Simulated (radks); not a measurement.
**Valence configurations of Ge**

Aim: which of several valence configurations of Ge lies lowest at this level, and whether it is the one NIST lists ([Ar] 3d10 4s2 4p2).

The numbers are computed with radks (a radial shooting solver on a logarithmic mesh, Libxc functionals) version 1 (Dirac Kohn-Sham, PBE, spin-unpolarised, spherical densities, finite nucleus; open shells fill j = l - 1/2 first), except any that are marked as measured or tabulated.

## (1) The system

- element: germanium (Z = 32)
- charge: 0
- electrons: 32
- configuration: [Ar] 3d10 4s2 4p2
- nuclear rms radius: 4.0742 fm
- others tried: 3d9.5 4s2 4p2.5; 3d8 4s2 4p4; 3d10 4s1 4p3; 3d10 4s1.5 4p2.5; 3d9.5 4s1 4p3.5; 3d9 4s2 4p3; 3d8.5 4s1 4p4.5; 3d8.5 4s0.5 4p5

## (2) [Ar] 3d10 4s2 4p2

Settings of this run:

```text
Z 32
configuration [Ar] 3d10 4s2 4p2
relativity Dirac
functional pbe,pbe
spin unpolarised
j_filling energy
nucleus finite rms 4.0742 fm
c 137.035999084
```

On the command line:

```console
python run_ks.py task.json out
```

This one command runs every case of the session in turn.

## (3) [Ar] 3d9.5 4s2 4p2.5

Changes since step 2:

```diff
@@ -1,3 +1,3 @@
 Z 32
-configuration [Ar] 3d10 4s2 4p2
+configuration [Ar] 3d9.5 4s2 4p2.5
 relativity Dirac
```

## (4) [Ar] 3d8 4s2 4p4

Changes since step 3:

```diff
@@ -1,3 +1,3 @@
 Z 32
-configuration [Ar] 3d9.5 4s2 4p2.5
+configuration [Ar] 3d8 4s2 4p4
 relativity Dirac
```

## (5) [Ar] 3d10 4s1 4p3

Changes since step 4:

```diff
@@ -1,3 +1,3 @@
 Z 32
-configuration [Ar] 3d8 4s2 4p4
+configuration [Ar] 3d10 4s1 4p3
 relativity Dirac
```

## (6) [Ar] 3d10 4s1.5 4p2.5

Changes since step 5:

```diff
@@ -1,3 +1,3 @@
 Z 32
-configuration [Ar] 3d10 4s1 4p3
+configuration [Ar] 3d10 4s1.5 4p2.5
 relativity Dirac
```

## (7) [Ar] 3d9.5 4s1 4p3.5

Changes since step 6:

```diff
@@ -1,3 +1,3 @@
 Z 32
-configuration [Ar] 3d10 4s1.5 4p2.5
+configuration [Ar] 3d9.5 4s1 4p3.5
 relativity Dirac
```

## (8) [Ar] 3d9 4s2 4p3

Changes since step 7:

```diff
@@ -1,3 +1,3 @@
 Z 32
-configuration [Ar] 3d9.5 4s1 4p3.5
+configuration [Ar] 3d9 4s2 4p3
 relativity Dirac
```

## (9) [Ar] 3d8.5 4s1 4p4.5

Changes since step 8:

```diff
@@ -1,3 +1,3 @@
 Z 32
-configuration [Ar] 3d9 4s2 4p3
+configuration [Ar] 3d8.5 4s1 4p4.5
 relativity Dirac
```

## (10) [Ar] 3d8.5 4s0.5 4p5

Changes since step 9:

```diff
@@ -1,3 +1,3 @@
 Z 32
-configuration [Ar] 3d8.5 4s1 4p4.5
+configuration [Ar] 3d8.5 4s0.5 4p5
 relativity Dirac
```

Q: Predict the outcome of this session. Wanted: for each run, valence; E − E(NIST configuration); highest level; its energy; 1s shift.

As calculated:

```tsv
valence	E − E(NIST configuration) (eV)	highest level	its energy (eV)	1s shift (eV)
3d10 4s2 4p2	0.000	4p1/2	-3.947	+0.00
3d10 4s1.5 4p2.5	3.971	4p3/2	-4.125	-0.95
3d10 4s1 4p3	8.013	4p3/2	-4.467	-1.87
3d9.5 4s2 4p2.5	13.617	4p3/2	-4.402	-5.68
3d9.5 4s1 4p3.5	22.157	4p3/2	-5.067	-7.46
3d9 4s2 4p3	29.370	4p3/2	-5.032	-11.60
3d8.5 4s1 4p4.5	56.861	4p3/2	-6.262	-19.39
3d8.5 4s0.5 4p5	61.700	4p3/2	-6.550	-20.18
3d8 4s2 4p4	67.582	4p3/2	-6.275	-24.13
```

What this shows: Theory agrees with NIST among these: the next, 3d10 4s1.5 4p2.5, lies 3.971 eV higher. The energies are those of spherical spin-averaged densities, not of single terms. The 1s eigenvalue shifts by up to 24.13 eV as the valence charge is rearranged.
